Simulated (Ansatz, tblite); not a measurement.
**MoNCl3: charged states by level of theory**

Aim: the energy of removing and adding an electron for MoNCl3, by energy differences, and how well orbital energies stand in for it.

Method: as each input shows; program: Ansatz 0.2.0, Gaussian basis.

The runs, in order: charge +1 doublet, at the geometry of the singlet (PBE0-D4/def2-TZVP, PBE-D4/def2-TZVP, r2SCAN-D4/def2-TZVP); charge -1 doublet, at the geometry of the singlet (PBE0-D4/def2-TZVPD, PBE-D4/def2-TZVPD, r2SCAN-D4/def2-TZVPD); the starting singlet's energies come from earlier runs.

1 further run of the same task is left out (set aside as unsound or not needed).

## Step 1: The structure

The geometry is that of the singlet, from an earlier relaxation (B3LYP-D4/def2-SVP).

5 atoms, charge 0, spin multiplicity 1.

Atoms are counted from 1 here; the program's logs count them from 0.

Bond lengths: Mo1–N2 1.624 Å, Mo1–Cl3 2.268 Å, Mo1–Cl4 2.268 Å, Mo1–Cl5 2.268 Å. Angles: N2–Mo1–Cl3 105.6°, N2–Mo1–Cl4 105.6°, N2–Mo1–Cl5 105.6°, Cl3–Mo1–Cl4 113.1°, Cl3–Mo1–Cl5 113.0°, Cl4–Mo1–Cl5 113.0°.

Geometry (Å):

```mol
Cl3MoN
  3D, bonds by distance, orders not assigned

  5  4  0  0  0  0  0  0  0  0999 V2000
    0.0003   -0.0002    0.0415 Mo  0  0
    0.0066   -0.0125    1.6656 N   0  0
    2.1825    0.0095   -0.5775 Cl  0  0
   -1.0994    1.8933   -0.5504 Cl  0  0
   -1.0900   -1.8901   -0.5791 Cl  0  0
  1  2  8  0
  1  3  8  0
  1  4  8  0
  1  5  8  0
M  END
```

Formally the metal is d0. Mo takes a core potential in the def2 sets. No spin-orbit coupling is included.

## Step 2: Charge +1 doublet at the fixed geometry, first pass, PBE0-D4/def2-SVP

Input file in.yaml:

```yaml
crystal:
  periodic: [false, false, false]
  atoms:
    - {symbol: Mo, position_ang: [0.000264, -0.000248, 0.041455]}
    - {symbol: N, position_ang: [0.006611, -0.012532, 1.665559]}
    - {symbol: Cl, position_ang: [2.182498, 0.009520, -0.577486]}
    - {symbol: Cl, position_ang: [-1.099415, 1.893339, -0.550406]}
    - {symbol: Cl, position_ang: [-1.089958, -1.890089, -0.579112]}
basis:
  gaussian: {orbitals: def2-SVP}
total_charge: 1
magnetization: {spin_polarized: true, initial_magnetization: 1}
hamiltonian: {xc: pbe0, dispersion: d4}
output: {orbitals: {seedname: orbitals}}
```

Started as:

```
ansatz run in.yaml --threads 4 --pin off --events-out ev --progress --plain --max-ram 3916MiB
```

The log of the run:

```text
Functional definition: PBE0
  name "PBE0"
  cite "Adamo & Barone, J. Chem. Phys. 110, 6158 (1999) doi:10.1063/1.478522"
  cite "Perdew, Burke & Ernzerhof, Phys. Rev. Lett. 77, 3865 (1996) doi:10.1103/PhysRevLett.77.3865"
  parent pbe
  parameter a = 0.25
  parameter kappa = 0.804
  parameter beta = 0.06672455060314922
  exchange = (1 - a)*pbe_x(kappa = kappa, mu = beta*pi^2/3) + a*exact_x
  correlation = pbe_c(beta = beta)
943 factors; integrals over basis functions are off by at most 1.4e-3 eV
mean field evaluation 1: about -40865.5903 eV, gradient 5.6e1 eV
mean field evaluation 2: about -40741.1795 eV, gradient 1.4e2 eV
mean field evaluation 4: about -40871.8555 eV, gradient 3.7e1 eV
mean field evaluation 8: about -40878.7554 eV, gradient 7.8e-1 eV
mean field evaluation 16: about -40878.7599 eV, gradient 8.9e-2 eV
mean field evaluation 32: about -40879.2868 eV, gradient 1.2e-4 eV
mean field evaluation 64: about -40879.2865 eV, gradient 7.6e-2 eV
mean field evaluation 96: about -40878.3797 eV, gradient 1.0e1 eV
mean field evaluation 128: about -40879.2806 eV, gradient 1.7e-2 eV
mean field -40879.28684425 eV, -1502.2860825502 hartree, gradient 2.1e-6 eV, S^2 0.770435; 14 other end points of the search recorded, 0 dependent functions left out
reference -40879.28689223 eV, -1502.2860843135 hartree; 36, 35 occupied and 63, 64 virtual orbitals, 943 factors
Total energy: -40879.47837556 eV, -1502.2931211961 hartree
```

Run time: 29 s. Hardware: 4 threads of Arm Neoverse V1, shared host.

HOMO -14.71 eV, LUMO -13.33 eV (over both spins); ⟨S²⟩ 0.770 (pure: 0.75).

## Step 3: Charge +1 doublet at the fixed geometry, PBE0-D4/def2-TZVP

start.molden holds the orbitals of an earlier run on this state, given as this run's starting guess.

in.yaml: that of step 2 with these lines changed.

```diff
@@ -9,3 +9,3 @@
 basis:
-  gaussian: {orbitals: def2-SVP}
+  gaussian: {orbitals: def2-TZVP, initial_orbitals: start.molden}
 total_charge: 1
@@ -13,2 +13,3 @@
 hamiltonian: {xc: pbe0, dispersion: d4}
+scf: {omitted_lower_state_checks: [starts]}
 output: {orbitals: {seedname: orbitals}}
```

Launched as before.

The log of the run, cut to the lines that bear on the results:

```text
Functional definition: PBE0
  name "PBE0"
  cite "Adamo & Barone, J. Chem. Phys. 110, 6158 (1999) doi:10.1063/1.478522"
  cite "Perdew, Burke & Ernzerhof, Phys. Rev. Lett. 77, 3865 (1996) doi:10.1103/PhysRevLett.77.3865"
  parent pbe
[...]
1337 factors; their error is unknown
[...]
mean field -40894.66673474 eV, -1502.8512831012 hartree, gradient 9.4e-6 eV, S^2 0.771484; 0 other end points of the search recorded, 0 dependent functions left out
reference -40894.66676967 eV, -1502.8512843848 hartree; 36, 35 occupied and 146, 147 virtual orbitals, 1337 factors
Total energy: -40894.85825300 eV, -1502.8583212674 hartree
Checks for a lower state left out: starts
```

Run time: 18 s. Hardware: 4 threads of Arm Neoverse V1, shared host; peak memory 1.1 GiB.

HOMO -14.54 eV, LUMO -13.12 eV (over both spins); ⟨S²⟩ 0.771 (pure: 0.75).

## Step 4: Charge +1 doublet at the fixed geometry, PBE-D4/def2-TZVP

in.yaml: that of step 3 with these lines changed.

```diff
@@ -12,3 +12,3 @@
 magnetization: {spin_polarized: true, initial_magnetization: 1}
-hamiltonian: {xc: pbe0, dispersion: d4}
+hamiltonian: {xc: pbe, dispersion: d4}
 scf: {omitted_lower_state_checks: [starts]}
```

The command is unchanged.

The log of the run:

```text
Functional definition: PBE
  name "PBE"
  cite "Perdew, Burke & Ernzerhof, Phys. Rev. Lett. 77, 3865 (1996) doi:10.1103/PhysRevLett.77.3865"
  parent pbe
  parameter kappa = 0.804
  parameter beta = 0.06672455060314922
  exchange = pbe_x(kappa = kappa, mu = beta*pi^2/3)
  correlation = pbe_c(beta = beta)
these checks for a lower state are left out or cut short: starts
1231 factors; their error is unknown
mean field evaluation 1: about -40894.0185 eV, gradient 1.1e1 eV
mean field evaluation 2: about -40894.2105 eV, gradient 3.9e-1 eV
mean field evaluation 4: about -40894.2143 eV, gradient 1.6e-1 eV
mean field evaluation 8: about -40894.2145 eV, gradient 6.2e-5 eV
mean field -40894.21453279 eV, -1502.8346649859 hartree, gradient 2.1e-5 eV, S^2 0.755568; 0 other end points of the search recorded, 0 dependent functions left out
reference -40894.21457941 eV, -1502.8346666990 hartree; 36, 35 occupied and 146, 147 virtual orbitals, 1231 factors
Total energy: -40894.43583821 eV, -1502.8427978101 hartree
Checks for a lower state left out: starts
```

Wall time 5 s (4 threads of Arm Neoverse V1, shared host).

Report: HOMO -13.44 eV, LUMO -13.43 eV (over both spins); ⟨S²⟩ 0.756 (pure: 0.75).

## Step 5: Charge +1 doublet at the fixed geometry, r2SCAN-D4/def2-TZVP

in.yaml: that of step 4 with these lines changed.

```diff
@@ -12,3 +12,3 @@
 magnetization: {spin_polarized: true, initial_magnetization: 1}
-hamiltonian: {xc: pbe, dispersion: d4}
+hamiltonian: {xc: r2scan, dispersion: d4}
 scf: {omitted_lower_state_checks: [starts]}
```

Same command.

The log of the run, cut to the lines that bear on the results:

```text
Functional definition: r2SCAN
  name "r2SCAN"
  cite "Furness, Kaplan, Ning, Perdew & Sun, J. Phys. Chem. Lett. 11, 8208 (2020) doi:10.1021/acs.jpclett.0c02405"
  cite "Furness, Kaplan, Ning, Perdew & Sun, J. Phys. Chem. Lett. 11, 9248 (2020) doi:10.1021/acs.jpclett.0c03077"
  parent r2scan
[...]
1231 factors; their error is unknown
[...]
mean field -40907.67315484 eV, -1503.3292602235 hartree, gradient 8.7e-6 eV, S^2 0.764121; 0 other end points of the search recorded, 0 dependent functions left out
reference -40907.67316878 eV, -1503.3292607360 hartree; 36, 35 occupied and 146, 147 virtual orbitals, 1231 factors
Total energy: -40907.72310510 eV, -1503.3310958619 hartree
Checks for a lower state left out: starts
```

Run time: 15 s. Hardware: 4 threads of Arm Neoverse V1, shared host.

From the report: HOMO -13.73 eV, LUMO -13.57 eV (over both spins); ⟨S²⟩ 0.764 (pure: 0.75).

## Step 6: Vertical ionisation energy

Charged state less starting state, singlet to doublet; the starting state's energies are those of its earlier runs.

| level | vertical ionisation energy (eV) | time |
| --- | --- | --- |
| PBE-D4/def2-TZVP | +10.71 | 7.2 s |
| r2SCAN-D4/def2-TZVP | +10.95 | 19 s |
| PBE0-D4/def2-TZVP | +11.25 | 21 s |

Times add the two runs; a level without a time comes out of a correlated run.

Beside −ε(HOMO) of the starting state:

| level | −ε(HOMO) (eV) | by difference (eV) | mismatch (eV) |
| --- | --- | --- | --- |
| PBE-D4/def2-TZVP | 7.94 | 10.71 | -2.77 |
| r2SCAN-D4/def2-TZVP | 8.30 | 10.95 | -2.65 |
| PBE0-D4/def2-TZVP | 9.35 | 11.25 | -1.90 |

## Step 7: Charge -1 doublet at the fixed geometry, first pass, PBE0-D4/def2-SVP

in.yaml: that of step 5 with these lines changed.

```diff
@@ -9,7 +9,6 @@
 basis:
-  gaussian: {orbitals: def2-TZVP, initial_orbitals: start.molden}
-total_charge: 1
+  gaussian: {orbitals: def2-SVP}
+total_charge: -1
 magnetization: {spin_polarized: true, initial_magnetization: 1}
-hamiltonian: {xc: r2scan, dispersion: d4}
-scf: {omitted_lower_state_checks: [starts]}
+hamiltonian: {xc: pbe0, dispersion: d4}
 output: {orbitals: {seedname: orbitals}}
```

Same command.

The log of the run, cut to the lines that bear on the results:

```text
Functional definition: PBE0
  name "PBE0"
  cite "Adamo & Barone, J. Chem. Phys. 110, 6158 (1999) doi:10.1063/1.478522"
  cite "Perdew, Burke & Ernzerhof, Phys. Rev. Lett. 77, 3865 (1996) doi:10.1103/PhysRevLett.77.3865"
  parent pbe
[...]
943 factors; integrals over basis functions are off by at most 1.4e-3 eV
[...]
mean field -40892.99403305 eV, -1502.7898124475 hartree, gradient 6.5e-6 eV, S^2 0.758612; 2 other end points of the search recorded, 0 dependent functions left out
reference -40892.99408128 eV, -1502.7898142202 hartree; 37, 36 occupied and 62, 63 virtual orbitals, 943 factors
Total energy: -40893.21845457 eV, -1502.7980597865 hartree
```

Run time: 19 s. Hardware: 4 threads of Arm Neoverse V1, shared host.

HOMO -0.48 eV, LUMO 2.23 eV (over both spins); ⟨S²⟩ 0.759 (pure: 0.75).

## Step 8: Charge -1 doublet at the fixed geometry, PBE0-D4/def2-TZVPD

in.yaml: that of step 7 with these lines changed.

```diff
@@ -9,3 +9,3 @@
 basis:
-  gaussian: {orbitals: def2-SVP}
+  gaussian: {orbitals: def2-TZVPD, initial_orbitals: start.molden}
 total_charge: -1
@@ -13,2 +13,3 @@
 hamiltonian: {xc: pbe0, dispersion: d4}
+scf: {omitted_lower_state_checks: [starts]}
 output: {orbitals: {seedname: orbitals}}
```

Same command.

The log of the run:

```text
Functional definition: PBE0
  name "PBE0"
  cite "Adamo & Barone, J. Chem. Phys. 110, 6158 (1999) doi:10.1063/1.478522"
  cite "Perdew, Burke & Ernzerhof, Phys. Rev. Lett. 77, 3865 (1996) doi:10.1103/PhysRevLett.77.3865"
  parent pbe
  parameter a = 0.25
  parameter kappa = 0.804
  parameter beta = 0.06672455060314922
  exchange = (1 - a)*pbe_x(kappa = kappa, mu = beta*pi^2/3) + a*exact_x
  correlation = pbe_c(beta = beta)
these checks for a lower state are left out or cut short: starts
1481 factors; their error is unknown
mean field evaluation 1: about -40904.6645 eV, gradient 1.3e2 eV
mean field evaluation 2: about -40908.0597 eV, gradient 4.9e0 eV
mean field evaluation 4: about -40908.3566 eV, gradient 3.1e-3 eV
mean field evaluation 8: about -40908.5089 eV, gradient 2.7e-4 eV
mean field -40908.50890595 eV, -1503.3599735105 hartree, gradient 9.1e-6 eV, S^2 0.758823; 0 other end points of the search recorded, 0 dependent functions left out
reference -40908.50895811 eV, -1503.3599754272 hartree; 37, 36 occupied and 178, 179 virtual orbitals, 1481 factors
Total energy: -40908.73333140 eV, -1503.3682209935 hartree
Checks for a lower state left out: starts
```

Run time: 29 s. Hardware: 4 threads of Arm Neoverse V1, shared host; peak memory 1.2 GiB.

Report: HOMO -0.89 eV, LUMO 1.70 eV (over both spins); ⟨S²⟩ 0.759 (pure: 0.75).

## Step 9: Charge -1 doublet at the fixed geometry, PBE-D4/def2-TZVPD

in.yaml: that of step 8 with these lines changed.

```diff
@@ -12,3 +12,3 @@
 magnetization: {spin_polarized: true, initial_magnetization: 1}
-hamiltonian: {xc: pbe0, dispersion: d4}
+hamiltonian: {xc: pbe, dispersion: d4}
 scf: {omitted_lower_state_checks: [starts]}
```

Launched as before.

The log of the run:

```text
Functional definition: PBE
  name "PBE"
  cite "Perdew, Burke & Ernzerhof, Phys. Rev. Lett. 77, 3865 (1996) doi:10.1103/PhysRevLett.77.3865"
  parent pbe
  parameter kappa = 0.804
  parameter beta = 0.06672455060314922
  exchange = pbe_x(kappa = kappa, mu = beta*pi^2/3)
  correlation = pbe_c(beta = beta)
these checks for a lower state are left out or cut short: starts
1327 factors; their error is unknown
mean field evaluation 1: about -40906.9548 eV, gradient 1.1e1 eV
mean field evaluation 2: about -40907.1159 eV, gradient 2.8e-1 eV
mean field evaluation 4: about -40907.1000 eV, gradient 7.3e-2 eV
mean field evaluation 8: about -40907.1000 eV, gradient 1.8e-4 eV
mean field -40907.10000491 eV, -1503.3081973522 hartree, gradient 9.8e-6 eV, S^2 0.754320; 0 other end points of the search recorded, 0 dependent functions left out
reference -40907.10006793 eV, -1503.3081996680 hartree; 37, 36 occupied and 178, 179 virtual orbitals, 1327 factors
Total energy: -40907.35922454 eV, -1503.3177234980 hartree
Checks for a lower state left out: starts
```

Run time: 17 s. Hardware: 4 threads of Arm Neoverse V1, shared host; peak memory 0.66 GiB.

Report: HOMO 0.58 eV, LUMO 0.84 eV (over both spins); ⟨S²⟩ 0.754 (pure: 0.75). Doubts: highest occupied level lies above zero.

## Step 10: Charge -1 doublet at the fixed geometry, r2SCAN-D4/def2-TZVPD

in.yaml: that of step 9 with these lines changed.

```diff
@@ -12,3 +12,3 @@
 magnetization: {spin_polarized: true, initial_magnetization: 1}
-hamiltonian: {xc: pbe, dispersion: d4}
+hamiltonian: {xc: r2scan, dispersion: d4}
 scf: {omitted_lower_state_checks: [starts]}
```

The command is unchanged.

The log of the run, cut to the lines that bear on the results:

```text
Functional definition: r2SCAN
  name "r2SCAN"
  cite "Furness, Kaplan, Ning, Perdew & Sun, J. Phys. Chem. Lett. 11, 8208 (2020) doi:10.1021/acs.jpclett.0c02405"
  cite "Furness, Kaplan, Ning, Perdew & Sun, J. Phys. Chem. Lett. 11, 9248 (2020) doi:10.1021/acs.jpclett.0c03077"
  parent r2scan
[...]
1327 factors; their error is unknown
[...]
mean field -40920.99902941 eV, -1503.8189770814 hartree, gradient 7.7e-6 eV, S^2 0.759864; 0 other end points of the search recorded, 0 dependent functions left out
reference -40920.99907562 eV, -1503.8189787795 hartree; 37, 36 occupied and 178, 179 virtual orbitals, 1327 factors
Total energy: -40921.05798119 eV, -1503.8211435194 hartree
Checks for a lower state left out: starts
```

Wall time 56 s (4 threads of Arm Neoverse V1, shared host); peak memory 0.74 GiB.

HOMO 0.25 eV, LUMO 0.95 eV (over both spins); ⟨S²⟩ 0.760 (pure: 0.75). Doubts: highest occupied level lies above zero.

## Step 11: Vertical electron affinity

Starting state less charged state (positive: the electron is bound), singlet to doublet; the starting state's energies are those of its earlier runs.

| level | vertical electron affinity (eV) | time |
| --- | --- | --- |
| PBE-D4/def2-TZVPD | +2.17 | 19 s |
| r2SCAN-D4/def2-TZVPD | +2.34 | 62 s |
| PBE0-D4/def2-TZVPD | +2.58 | 33 s |

Times add the two runs; a level without a time comes out of a correlated run.

Beside −ε(LUMO) of the starting state:

| level | −ε(LUMO) (eV) | by difference (eV) | mismatch (eV) |
| --- | --- | --- | --- |
| PBE-D4/def2-TZVPD | 4.88 | 2.17 | +2.72 |
| r2SCAN-D4/def2-TZVPD | 4.90 | 2.34 | +2.56 |
| PBE0-D4/def2-TZVPD | 4.20 | 2.58 | +1.62 |

## Step 12: Outcome

| quantity | value |
| --- | --- |
| vertical ionisation energy, functionals in def2-TZVP | 10.71 (PBE-D4) to 11.25 eV (PBE0-D4) |
| vertical electron affinity, functionals in def2-TZVPD | 2.17 (PBE-D4) to 2.58 eV (PBE0-D4) |

**Reading.** The vertical ionisation energy spans 10.71 to 11.25 eV over the functionals. −ε(HOMO) misses the level's own difference by -1.90 eV at best (PBE0-D4) and -2.77 eV at worst (PBE-D4). The vertical electron affinity spans 2.17 to 2.58 eV over the functionals. The anion's highest level lies above zero where self-interaction lifts it, so diffuse functions weigh on these values. −ε(LUMO) misses the level's own difference by +1.62 eV at best (PBE0-D4) and +2.72 eV at worst (PBE-D4). The charged states' spins were chosen beforehand and needn't be their lowest.

The anion's highest level is positive in at least one run, so there the basis alone may hold the extra electron.
